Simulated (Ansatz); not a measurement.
# Li2B2C: the cost of one run

Method: DFT PBE, scalar-relativistic, plane waves, PAW, in Ansatz 0.2.0.

A COD entry behind a cell of this session may itself be a prediction, so a difference from it is no test against experiment.

2 further runs of the same task are left out: 1 that didn't finish, 1 set aside as unsound or not needed.

### 1 The structure to begin with

It takes space group I4/mmm (No. 139, tetragonal). Conventional cell: a = 3.684 Å, b = 3.684 Å, c = 8.938 Å, α = 90.00°, β = 90.00°, γ = 90.00°. Around Li (site symmetry -4m2) lie 4 B at 2.14 Å and 4 Li at 2.61 Å and 4 C at 2.90 Å. B (site symmetry 4mm) is surrounded by 4 Li at 2.14 Å. C (site symmetry 4/mmm) has 8 B at 2.85 Å and 8 Li at 2.90 Å as nearest neighbours.

Coordinates:

```xyz
5
Lattice="-1.8422 1.8422 4.4689 1.8422 -1.8422 4.4689 1.8422 1.8422 -4.4689" Properties=species:S:1:pos:R:3 pbc="T T T"
Li    1.8422    0.0000    2.2345
Li    0.0000    1.8422    2.2345
B     0.0000    0.0000    3.3168
B     0.0000    0.0000    5.6210
C     0.0000    0.0000    0.0000
```

(A quick probe on a coarse mesh, which set the mesh and smearing, is not shown.)

### 3 Coarse relaxation

File input.yaml:

```yaml
crystal:
  lattice:
    - [-1.8421885776, 1.8421885776, 4.4689360227]
    - [1.8421885776, -1.8421885776, 4.4689360227]
    - [1.8421885776, 1.8421885776, -4.4689360227]
  atoms:
    - { symbol: Li, position: [0.25, 0.75, 0.5] }
    - { symbol: Li, position: [0.75, 0.25, 0.5] }
    - { symbol: B, position: [0.3711, 0.3711, 0.0] }
    - { symbol: B, position: [0.6289, 0.6289, 0.0] }
    - { symbol: C, position: [0.0, 0.0, 0.0] }
basis:
  ecutwfc: 420
kpoints:
  mp_grid: { grid: [6, 6, 6] }
hamiltonian:
  xc: pbe
scf:
  occupations: { method: gaussian, width: 0.1 }
  lower_state_search: "off"
output:
  forces: true
  stress: true
  eigenvalues: true
relax:
  adjacent_minimum: "off"
  f_tol: 0.04
  max_steps: 70
  cell: { stress_tol: 0.4 }
```

Started as:

```sh
> ansatz run input.yaml --threads 1 --pin off --max-ram 2560MiB --backend cpu --events-out ev --progress --plain --runs-dir out
```

**Question.** How long does this run take on 1 thread of Arm Neoverse V1, shared host, and how much memory does it need?

About 33 s, with a peak of 0.36 GiB.
